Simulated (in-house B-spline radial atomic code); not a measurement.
# Cd³⁺: ionisation energy by several methods

How far do functionals differ on the ionisation energy of Cd³⁺? Each run solves Cd³⁺ and then the next ion ([Kr] 4d8).

The numbers are computed with in-house B-spline radial atomic code version 1 (non-relativistic, several functionals, spin-polarised, exact exchange averaged over the configuration; spherical all-electron atom at the radial basis limit), except any that are marked as measured or tabulated.

**1. The atom as given**

| Property | Result |
| --- | --- |
| element | cadmium (Z = 48) |
| charge | +3 |
| electrons | 45 |
| configuration | [Kr] 4d9 |
| nucleus | point |

The outer shells:

[Kr] 4d9
```
[Kr] core
4d [↑↓][↑↓][↑↓][↑↓][↑ ]
```

Where spins are not typed, each open shell is filled with up spins first.

**2. HSE06**

Input settings:

```ini
Z = 48
electrons = 45.0
configuration = [Kr] 4d9
hamiltonian = nr
method = hse06
spin_polarised = True
exact_exchange = averaged over the configuration
```

Run with:

```console
$ python run_scf.py task.json out
```

The settings of every run stand in task.json; they run in order.

**3. r2SCAN0**

Changes to the settings of step 2:

```diff
@@ -4,3 +4,3 @@
 hamiltonian = nr
-method = hse06
+method = r2scan0
 spin_polarised = True
```

**4. B3LYP**

Changes to the settings of step 3:

```diff
@@ -4,3 +4,3 @@
 hamiltonian = nr
-method = r2scan0
+method = b3lyp
 spin_polarised = True
```

**5. TPSSh**

Changes to the settings of step 4:

```diff
@@ -4,3 +4,3 @@
 hamiltonian = nr
-method = b3lyp
+method = tpssh
 spin_polarised = True
```

**6. B97-1**

Changes to the settings of step 5:

```diff
@@ -4,3 +4,3 @@
 hamiltonian = nr
-method = tpssh
+method = b97_1
 spin_polarised = True
```

Q: The tabulated ionisation energy is 51 ± 1.7 eV (tabulated theoretical; NIST Atomic Spectra Database). What does each method give, and which comes nearest?

As calculated:

| method | rung | total energy (hartree) | ΔSCF (eV) | −ε highest (eV) | ΔSCF less tabulated (eV) |
| --- | --- | --- | --- | --- | --- |
| r2SCAN0 | global hybrid | -5465.2825 | 54.065 | 48.499 (4d down) | +3.065 |
| B3LYP | global hybrid | -5465.2782 | 54.028 | 47.909 (4d down) | +3.028 |
| TPSSh | global hybrid | -5465.0258 | 53.917 | 46.835 (4d down) | +2.917 |
| B97-1 | global hybrid | -5465.0630 | 53.932 | 47.883 (4d down) | +2.932 |
| HSE06 | range-separated hybrid | -5464.8040 | 53.930 | 47.884 (4d down) | +2.930 |

**Reading.** Against the tabulated ionisation energy, 51 ± 1.7 eV (tabulated theoretical; NIST Atomic Spectra Database), the best here is TPSSh (+2.917 eV) and the worst r2SCAN0 (+3.065 eV, or 6.0 %). All methods miss on the same side by much the same amount, which points to something that they share. These runs lack relativity altogether, which can outweigh the gaps between the methods, so the nearest may be so by luck. These runs leave out relativity, which matters at this nuclear charge. Open shells are averaged (over orientations, and over spins where the run is restricted), while tables refer to the lowest levels.
